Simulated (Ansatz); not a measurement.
**C₂H₆AlFO: up Jacob's ladder to CCSD(T)**

The task here is to estimate one member of a computed series from the others.

Computed with Ansatz 0.2.0, Gaussian basis. Level: functionals in def2-TZVPP, the program's frozen cores in correlated methods.

Levels to be run: LDA (SPW92), PBE-D4, revPBE-D4, BLYP-D4, r2SCAN-D4, B97M-V, PBE0-D4, B3LYP-D4, r2SCANh-D4, r2SCAN0-D4, HSE06-D4, BHLYP-D4, CAM-B3LYP-D4, LC-ωPBE, ωB97X-V, ωB97M-V, B2PLYP, PBE-QIDH; CCSD(T)/def2-SVP; CCSD(T)/def2-TZVPP; MP2/def2-QZVPP; extrapolation to the limit; RPA on PBE.

## The geometry

An earlier PBE0-D4 in a triple-zeta def2 set relaxation fixed the geometry.

11 atoms, charge 0, spin multiplicity 1.

Atoms are counted from 1 here; the program's logs count them from 0.

Bond lengths: C1–C2 1.496 Å, C1–H6 1.091 Å, C1–H7 1.092 Å, C1–H8 1.098 Å, C2–O3 1.489 Å, C2–F4 1.367 Å, C2–Al5 1.972 Å, O3–Al5 1.975 Å, O3–H9 0.965 Å, Al5–H10 1.580 Å, Al5–H11 1.588 Å. Angles: C2–C1–H6 109.3°, C2–C1–H7 110.9°, C2–C1–H8 111.0°, H6–C1–H7 108.0°, H6–C1–H8 107.9°, H7–C1–H8 109.7°, C1–C2–O3 110.2°, C1–C2–F4 109.0°, C1–C2–Al5 125.4°, O3–C2–F4 106.1°, O3–C2–Al5 67.9°, F4–C2–Al5 124.3°, C2–O3–Al5 67.7°, C2–O3–H9 113.9°, Al5–O3–H9 138.0°, C2–Al5–O3 44.3°, C2–Al5–H10 121.3°, C2–Al5–H11 114.6° and more.

Set-up of the first run:

in.yaml reads:

```yaml
crystal:
  periodic: [false, false, false]
  atoms:
    - {symbol: C, position_ang: [-1.007236, -0.558145, 0.828655]}
    - {symbol: C, position_ang: [-0.278763, 0.512432, 0.080198]}
    - {symbol: O, position_ang: [1.180978, 0.435291, 0.362462]}
    - {symbol: F, position_ang: [-0.690376, 1.733136, 0.537885]}
    - {symbol: Al, position_ang: [0.779649, 0.240707, -1.561014]}
    - {symbol: H, position_ang: [-2.075908, -0.474276, 0.627302]}
    - {symbol: H, position_ang: [-0.680138, -1.548996, 0.508035]}
    - {symbol: H, position_ang: [-0.857550, -0.452211, 1.911678]}
    - {symbol: H, position_ang: [1.405820, -0.133112, 1.109040]}
    - {symbol: H, position_ang: [1.362728, 1.463322, -2.374103]}
    - {symbol: H, position_ang: [0.926195, -1.275047, -2.009540]}
basis:
  gaussian: {orbitals: def2-TZVPP}
hamiltonian: {xc: lda}
output: {orbitals: {seedname: orbitals}}
```

Command:

```
$ ansatz run in.yaml --threads 4 --pin off --events-out ev --progress --plain --max-ram 10444MiB
```

Among the steps run: LDA; PBE-D4 (GGA); revPBE-D4 (GGA); BLYP-D4 (GGA); r2SCAN-D4 (meta-GGA); B97M-V (meta-GGA); PBE0-D4 (hybrid); B3LYP-D4 (hybrid); r2SCANh-D4 (hybrid); r2SCAN0-D4 (hybrid); HSE06-D4 (hybrid); BHLYP-D4 (hybrid); CAM-B3LYP-D4 (range-separated); LC-ωPBE (range-separated); ωB97X-V (range-separated); ωB97M-V (range-separated); B2PLYP (double hybrid); PBE-QIDH (double hybrid).

One table of the session follows, with a row left open; its other results are not shown here.

It belongs to the step «Orbital energies across the functionals». 

| functional | HOMO (eV) | gap (eV) |
| --- | --- | --- |
| LDA (SPW92) | -6.11 | 4.66 |
| PBE-D4 | -5.99 | 4.73 |
| revPBE-D4 | -5.93 | 4.77 |
| BLYP-D4 | -5.91 | 4.72 |
| r2SCAN-D4 | -6.25 | 5.42 |
| B97M-V | -6.39 | 5.25 |
| PBE0-D4 | -7.34 | 6.87 |
| B3LYP-D4 | -7.16 | 6.43 |
| r2SCANh-D4 | -6.75 | 6.18 |
| r2SCAN0-D4 | -7.52 | 7.31 |
| HSE06-D4 | ? | ? |
| BHLYP-D4 | -8.67 | 8.90 |
| CAM-B3LYP-D4 | -8.77 | 9.16 |
| LC-ωPBE | -10.07 | 11.61 |
| ωB97X-V | -9.74 | 11.13 |
| ωB97M-V | -9.61 | 10.65 |

Q: Estimate the row for HSE06-D4 from the others.

**Answer.** HOMO (eV): -6.93; gap (eV): 6.10. In the column «HOMO (eV)» it lies between B3LYP-D4 (-7.16) and r2SCANh-D4 (-6.75).
